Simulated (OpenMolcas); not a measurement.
# HF/ANO-RCC-VTZP (DKH2) run of SnSe (SMILES [Se][Sn])

What is the energy change on altering one bond length of SnSe at HF/ANO-RCC-VTZP (DKH2)? 

The calculation is run with OpenMolcas 26.06.

### Step 1. The structure to begin with

SnSe: 2 atoms, total charge 0, spin state singlet. As SMILES, `[Se][Sn]`. Geometry: a GFN2-xTB relaxation, a rough one for these elements and not checked as a minimum.

Bond lengths: Se1–Sn2 2.338 Å.

### Step 2. A single-point energy at HF/ANO-RCC-VTZP (DKH2)

File geom.xyz:

```xyz
2

Se     0.000000     0.000000     0.000000
Sn     0.000000     0.000000     2.338340
```

File job.input:

```
&GATEWAY
  Coord=geom.xyz
  Basis=ANO-RCC-VTZP
  Group=NoSym

&SEWARD

&SCF
  PrOrbitals=0
```

Started as:

```
$ export MOLCAS_MEM=1860
$ pymolcas job.input > job.log
```

Output:

```text
--- Start Module: gateway ---
[...]
--- Stop Module: gateway /rc=_RC_ALL_IS_WELL_ ---
--- Start Module: seward ---
[...]
      Basis functions          111
--- Stop Module: seward /rc=_RC_ALL_IS_WELL_ ---
[...]
--- Start Module: scf ---
[...]
       Convergence after  11 Iterations
[...]
::    Total SCF energy                              -8600.5137847347
[...]
      Total spin, S                                     0.0000000000
[...]
      Total electronic charge=   84.000000
      Total            charge=   -0.000000
[...]
      Dipole Moment (debye):
      Origin of the operator (angstrom)=    0.0000    0.0000    1.4031
                   X=  4.8263E-11               Y=  1.5809E-11               Z=  3.9226E+00           Total=  3.9226E+00
      Quadrupole Moment (debye*angstrom):
[...]
--- Stop Module: scf /rc=_RC_ALL_IS_WELL_ ---
[...]
```

It took 22 s on 1 thread of Arm Neoverse V1, shared host; peak memory 0.69 GiB.

### Step 3. The distorted shape at the same level

File geom.xyz:

```xyz
2

Se     0.000000     0.000000    -1.169160
Sn     0.000000     0.000000     2.338340
```

File job.inp:

```
* SeSn Hartree-Fock
&GATEWAY
Coord=geom.xyz
Basis=ANO-RCC-VTZP
Group=NoSym
&SEWARD
&SCF
PrOrbitals=0
```

Started as:

```
$ export MOLCAS_MEM=1860
$ pymolcas job.inp > job.log
```

Output:

```text
--- Start Module: gateway ---
[...]
--- Stop Module: gateway /rc=_RC_ALL_IS_WELL_ ---
--- Start Module: seward ---
[...]
      Basis functions          111
--- Stop Module: seward /rc=_RC_ALL_IS_WELL_ ---
[...]
--- Start Module: scf ---
[...]
       Convergence after  19 Iterations
[...]
::    Total SCF energy                              -8600.3594278311
[...]
      Total spin, S                                     0.0000000000
[...]
      Total electronic charge=   84.000000
      Total            charge=   -0.000000
[...]
      Dipole Moment (debye):
      Origin of the operator (angstrom)=    0.0000    0.0000    0.9355
                   X=  4.7845E-11               Y= -1.5228E-11               Z=  7.2825E+00           Total=  7.2825E+00
      Quadrupole Moment (debye*angstrom):
[...]
--- Stop Module: scf /rc=_RC_ALL_IS_WELL_ ---
[...]
```

It took 22 s on 1 thread of Arm Neoverse V1, shared host; peak memory 0.69 GiB.

### Step 4. Results

At HF/ANO-RCC-VTZP (DKH2):

| quantity | value |
| --- | --- |
| first shape: total energy | -8600.51378 Eh |
| first shape: dipole moment | 3.92 D |
| first shape: HOMO energy | -9.03 eV |
| first shape: LUMO energy | -0.09 eV |
| first shape: HOMO–LUMO gap | 8.94 eV |
| distorted shape: total energy | -8600.35943 Eh |
| distorted shape: dipole moment | 7.28 D |
| distorted shape: HOMO energy | -7.51 eV |
| distorted shape: LUMO energy | -1.39 eV |
| distorted shape: HOMO–LUMO gap | 6.12 eV |
| energy change with the Se1–Sn2 bond stretched from 2.338 to 3.508 Å | 4.200 eV |

What this shows: With the Se1–Sn2 bond stretched from 2.338 to 3.508 Å the energy rises by 4.20 eV (97 kcal/mol). The first shape isn't relaxed at this level, so the change isn't measured from a minimum. A restricted reference can't describe the breaking bond well at this length.
